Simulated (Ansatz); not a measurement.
**C2H4FNSi: a ladder of functionals and wavefunction methods**

The task here is to estimate one member of a computed series from the others.

The runs use Ansatz 0.2.0, Gaussian basis; functionals in def2-TZVPP, the program's frozen cores in correlated methods.

Plan: LDA (SPW92), PBE-D4, revPBE-D4, BLYP-D4, r2SCAN-D4, B97M-V, PBE0-D4, B3LYP-D4, r2SCANh-D4, r2SCAN0-D4, HSE06-D4, BHLYP-D4, CAM-B3LYP-D4, LC-ωPBE, ωB97X-V, ωB97M-V, B2PLYP, PBE-QIDH; CCSD(T)/def2-SVP; CCSD(T)/def2-TZVPP; MP2/def2-QZVPP; extrapolation to the limit; RPA on PBE.

**The geometry**

The geometry comes from an earlier relaxation with PBE0-D4 in a triple-zeta def2 set; it is a stationary point, not always the lowest conformer.

SMILES `FC1C=N[SiH2]1`, 9 atoms, charge 0, spin multiplicity 1.

Atoms are counted from 1 here; the program's logs count them from 0.

Bond lengths: F1–C2 1.377 Å, C2–C3 1.515 Å, C2–Si5 1.913 Å, C2–H6 1.095 Å, C3–N4 1.282 Å, C3–H7 1.097 Å, N4–Si5 1.786 Å, Si5–H8 1.487 Å, Si5–H9 1.482 Å. Angles: F1–C2–C3 115.7°, F1–C2–Si5 122.9°, F1–C2–H6 108.5°, C3–C2–Si5 79.4°, C3–C2–H6 111.4°, Si5–C2–H6 116.1°, C2–C3–N4 111.5°, C2–C3–H7 124.7°, N4–C3–H7 123.7°, C3–N4–Si5 90.6°, C2–Si5–N4 77.4°, C2–Si5–H8 120.9°, C2–Si5–H9 114.8°, N4–Si5–H8 117.1°, N4–Si5–H9 113.0°, H8–Si5–H9 110.2°.

Set-up of the first run:

File in.yaml:

```yaml
crystal:
  periodic: [false, false, false]
  atoms:
    - {symbol: F, position_ang: [-1.526678, 1.076656, 0.840384]}
    - {symbol: C, position_ang: [-0.494542, 0.744920, -0.008217]}
    - {symbol: C, position_ang: [0.853252, 0.531405, 0.649724]}
    - {symbol: N, position_ang: [1.390832, -0.570751, 0.274793]}
    - {symbol: Si, position_ang: [-0.123171, -1.055242, -0.540103]}
    - {symbol: H, position_ang: [-0.437840, 1.501738, -0.798065]}
    - {symbol: H, position_ang: [1.331551, 1.239311, 1.337272]}
    - {symbol: H, position_ang: [-0.030524, -1.421991, -1.978175]}
    - {symbol: H, position_ang: [-0.874481, -2.092146, 0.205187]}
basis:
  gaussian: {orbitals: def2-TZVPP}
hamiltonian: {xc: lda}
output: {orbitals: {seedname: orbitals}}
```

Launch:

```sh
$ ansatz run in.yaml --threads 2 --pin off --events-out ev --progress --plain --max-ram 4352MiB
```

Among the steps run: LDA; PBE-D4 (GGA); revPBE-D4 (GGA); BLYP-D4 (GGA); r2SCAN-D4 (meta-GGA); B97M-V (meta-GGA); PBE0-D4 (hybrid); B3LYP-D4 (hybrid); r2SCANh-D4 (hybrid); r2SCAN0-D4 (hybrid); HSE06-D4 (hybrid); BHLYP-D4 (hybrid); CAM-B3LYP-D4 (range-separated); LC-ωPBE (range-separated); ωB97X-V (range-separated); ωB97M-V (range-separated); B2PLYP (double hybrid); PBE-QIDH (double hybrid).

One of the session's tables, all rows but one given; the rest of the session is left out.

It belongs to the step «Frontier levels by functional». 

```
  functional  HOMO (eV)  gap (eV)
 LDA (SPW92)      -6.28      3.74
      PBE-D4      -6.16      3.87
   revPBE-D4      -6.10      3.91
     BLYP-D4      -6.06      3.92
   r2SCAN-D4      -6.45      4.38
      B97M-V      -6.63      4.65
     PBE0-D4      -7.64      6.50
    B3LYP-D4      -7.41      6.01
  r2SCANh-D4      -7.00      5.35
  r2SCAN0-D4      -7.84      6.81
    HSE06-D4      -7.24      5.70
    BHLYP-D4      -9.07      9.15
CAM-B3LYP-D4      -9.08      9.15
     LC-ωPBE          ?         ?
     ωB97X-V     -10.07     11.29
     ωB97M-V      -9.99     11.08
```

Q: Estimate the row for LC-ωPBE from the others.

The run gave: HOMO (eV): -10.41; gap (eV): 11.72. In the column «HOMO (eV)» it is the lowest.
